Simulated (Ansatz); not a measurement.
**C₃H₈AlF: a ladder of functionals and wavefunction methods**

The task here is to estimate one member of a computed series from the others.

The runs use Ansatz 0.2.0, Gaussian basis; functionals in def2-TZVPP, the program's frozen cores in correlated methods.

Levels to be run: PBE-D4, r2SCAN-D4, PBE0-D4, B3LYP-D4, ωB97X-V, ωB97M-V, B2PLYP; CCSD(T)/def2-TZVPP; MP2/def2-QZVPP; extrapolation to the limit.

**The geometry**

An earlier PBE0-D4 in a triple-zeta def2 set relaxation fixed the geometry.

SMILES `CC[CH2][AlH][F]`, 13 atoms, charge 0, spin multiplicity 1.

Atoms are counted from 1 here; the program's logs count them from 0.

Bond lengths: C1–C2 1.520 Å, C1–H6 1.094 Å, C1–H7 1.094 Å, C1–H8 1.093 Å, C2–C3 1.529 Å, C2–H9 1.096 Å, C2–H10 1.096 Å, C3–Al4 1.947 Å, C3–H11 1.099 Å, C3–H12 1.099 Å, Al4–F5 1.655 Å, Al4–H13 1.582 Å. Angles: C2–C1–H6 110.9°, C2–C1–H7 110.9°, C2–C1–H8 111.7°, H6–C1–H7 107.4°, H6–C1–H8 107.9°, H7–C1–H8 107.9°, C1–C2–C3 113.2°, C1–C2–H9 109.1°, C1–C2–H10 109.1°, C3–C2–H9 109.9°, C3–C2–H10 109.9°, H9–C2–H10 105.3°, C2–C3–Al4 115.3°, C2–C3–H11 110.1°, C2–C3–H12 110.1°, Al4–C3–H11 108.1°, Al4–C3–H12 108.2°, H11–C3–H12 104.4° and more.

The first run:

in.yaml reads:

```yaml
crystal:
  periodic: [false, false, false]
  atoms:
    - {symbol: C, position_ang: [0.886264, -1.453425, 0.944716]}
    - {symbol: C, position_ang: [0.199423, -0.117071, 0.712831]}
    - {symbol: C, position_ang: [-0.202077, 0.108528, -0.745132]}
    - {symbol: Al, position_ang: [-1.087165, 1.803612, -1.111063]}
    - {symbol: F, position_ang: [-1.552770, 2.132920, -2.664540]}
    - {symbol: H, position_ang: [0.232555, -2.282287, 0.658947]}
    - {symbol: H, position_ang: [1.797040, -1.532704, 0.344547]}
    - {symbol: H, position_ang: [1.162477, -1.590031, 1.993507]}
    - {symbol: H, position_ang: [-0.684314, -0.050712, 1.357979]}
    - {symbol: H, position_ang: [0.861914, 0.689894, 1.046814]}
    - {symbol: H, position_ang: [-0.860973, -0.702162, -1.085729]}
    - {symbol: H, position_ang: [0.680044, 0.035308, -1.396136]}
    - {symbol: H, position_ang: [-1.412216, 2.923330, -0.041744]}
basis:
  gaussian: {orbitals: def2-TZVPP}
hamiltonian: {xc: pbe, dispersion: d4}
output: {forces: true, orbitals: {seedname: orbitals}}
```

Launch:

```bash
$ ansatz run in.yaml --threads 4 --pin off --events-out ev --progress --plain --max-ram 10444MiB
```

Steps of the session up to this table: PBE-D4 (GGA); r2SCAN-D4 (meta-GGA); PBE0-D4 (hybrid); B3LYP-D4 (hybrid); ωB97X-V (range-separated); ωB97M-V (range-separated); B2PLYP (double hybrid); CCSD(T) in def2-TZVPP; MP2 in def2-QZVPP.

One of the session's tables, all rows but one given; the rest of the session is left out.

It belongs to the step «Atomisation energies». 

| method | atomisation energy (eV) |
| --- | --- |
| PBE-D4 | 51.585 |
| r2SCAN-D4 | 51.131 |
| PBE0-D4 | 51.016 |
| B3LYP-D4 | 50.965 |
| ωB97X-V | 51.094 |
| ωB97M-V | ? |
| B2PLYP | 50.559 |
| HF/def2-TZVPP | 38.930 |
| MP2/def2-TZVPP | 50.608 |
| CCSD/def2-TZVPP | 49.421 |
| CCSD(T)/def2-TZVPP | 49.982 |
| MP2/CBS | 51.743 |
| CCSD(T)/CBS | 51.117 |

**Question.** Estimate the row for ωB97M-V.

As computed: atomisation energy (eV): 51.129. In the column «atomisation energy (eV)» it lies between CCSD(T)/CBS (51.117) and r2SCAN-D4 (51.131).

Caveats from the session: Free atoms (3 C, 1 Al, 1 F, 8 H) were run apart at each level; the atomisation energy is their sum less the molecule, without zero-point or spin-orbit terms.
